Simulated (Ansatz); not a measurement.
# CH₂BNO: how energies converge with the basis set

One table from this session's results is given with a row withheld; the runs are named, their logs left out.

Method: one geometry, several basis sets; program: Ansatz 0.2.0, Gaussian basis.

Levels to be run: PBE0-D4/def2-SVP; ωB97M-V/def2-SVP; PBE0-D4/def2-QZVPP; ωB97M-V/def2-QZVPP; the functionals' def2-TZVPP values are taken from earlier runs.

### The relaxed structure

The geometry comes from an earlier relaxation with PBE0-D4 in a triple-zeta def2 set; it is a stationary point.

6 atoms, charge 0, spin multiplicity 1.

Atoms are counted from 1 here; the program's logs count them from 0.

Bond lengths: B1–N2 1.404 Å, B1–H5 1.195 Å, B1–H6 1.193 Å, N2–C3 1.196 Å, C3–O4 1.162 Å. Angles: N2–B1–H5 119.2°, N2–B1–H6 118.7°, H5–B1–H6 122.1°, B1–N2–C3 159.7°, N2–C3–O4 176.3°.

Set-up of the first run:

File in.yaml:

```yaml
crystal:
  periodic: [false, false, false]
  atoms:
    - {symbol: B, position_ang: [-0.469978, 0.955421, -0.144734]}
    - {symbol: N, position_ang: [0.227042, -0.197821, 0.250114]}
    - {symbol: C, position_ang: [0.668888, -1.308903, 0.214354]}
    - {symbol: O, position_ang: [1.129162, -2.375373, 0.245559]}
    - {symbol: H, position_ang: [-1.048612, 0.958577, -1.190677]}
    - {symbol: H, position_ang: [-0.464503, 1.904099, 0.579183]}
basis:
  gaussian: {orbitals: def2-SVP}
hamiltonian: {xc: pbe0, dispersion: d4}
output: {orbitals: {seedname: orbitals}}
```

Steps of the session up to this table: PBE0-D4 in def2-SVP; ωB97M-V in def2-SVP; PBE0-D4 in def2-QZVPP; ωB97M-V in def2-QZVPP.

One table of the session follows, with a row left open; its other results are not shown here.

It belongs to the step «Functionals by basis». 

| functional | basis | HOMO (eV) | LUMO (eV) |
| --- | --- | --- | --- |
| PBE0-D4 | def2-SVP | -8.30 | -1.84 |
| PBE0-D4 | def2-TZVPP | -8.39 | -1.93 |
| PBE0-D4 | def2-QZVPP | -8.41 | -1.96 |
| ωB97M-V | def2-SVP | -10.48 | 0.28 |
| ωB97M-V | def2-TZVPP | -10.61 | 0.08 |
| ωB97M-V | def2-QZVPP | ? | ? |

Q: Estimate the row for ωB97M-V, def2-QZVPP from the others.

The run gave: HOMO (eV): -10.63; LUMO (eV): 0.02. In the column «HOMO (eV)» it is the lowest.
